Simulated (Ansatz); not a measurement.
# HfB: the cost of one run

Computed with Ansatz 0.2.0 (DFT r2SCAN, scalar-relativistic, plane waves, PAW, unless a step's input says otherwise).

2 further runs of the same task are left out: 1 that didn't finish, 1 set aside as unsound or not needed.

## (1) The structure to begin with

The structure is cubic, space group Fm-3m (No. 225). The conventional cell has a = 4.525 Å, b = 4.525 Å, c = 4.525 Å, α = 90.00°, β = 90.00°, γ = 90.00°. Hf (site symmetry m-3m) is surrounded by 6 N at 2.26 Å. N (site symmetry m-3m) has 6 Hf at 2.26 Å as nearest neighbours.

As a file:

```xyz
2
Lattice="0.0000 2.2627 2.2627 2.2627 0.0000 2.2627 2.2627 2.2627 0.0000" Properties=species:S:1:pos:R:3 pbc="T T T"
Hf    0.0000    0.0000    0.0000
N     2.2627    2.2627    2.2627
```

This cell was relaxed beforehand with the same method: volume 11.58 Å³/atom, gap on the mesh none (metal).

## (2) The film's bulk: HfB

It takes space group Fm-3m (No. 225, cubic). Conventional cell: a = 4.620 Å, b = 4.620 Å, c = 4.620 Å, α = 90.00°, β = 90.00°, γ = 90.00°. Around Hf (site symmetry m-3m) lie 6 B at 2.31 Å. B (site symmetry m-3m) has 6 Hf at 2.31 Å as nearest neighbours.

## (3) A first look at the start (HfB)

Input file input.yaml:

```yaml
crystal:
  lattice:
    - [0.0, -2.31, -2.31]
    - [2.31, 0.0, -2.31]
    - [2.31, -2.31, 0.0]
  atoms:
    - { symbol: Hf, position: [0.0, 0.0, 0.0] }
    - { symbol: B, position: [0.5, 0.5, 0.5] }
basis:
  ecutwfc: 500
kpoints:
  mp_grid: { grid: [6, 6, 6] }
hamiltonian:
  xc: r2scan
scf:
  occupations: { method: gaussian, width: 0.1 }
output:
  forces: true
  stress: true
  eigenvalues: true
```

On the command line:

```bash
$ ansatz run input.yaml --threads 2 --pin off --max-ram 5120MiB --backend cpu --events-out ev --progress --plain --runs-dir out
```

Q: Estimate wall time and peak memory on 2 threads of Intel Xeon Platinum 8259CL at 2.50GHz (Skylake/Cascade Lake), shared host.

About 1.2 s, with a peak of 0.41 GiB.
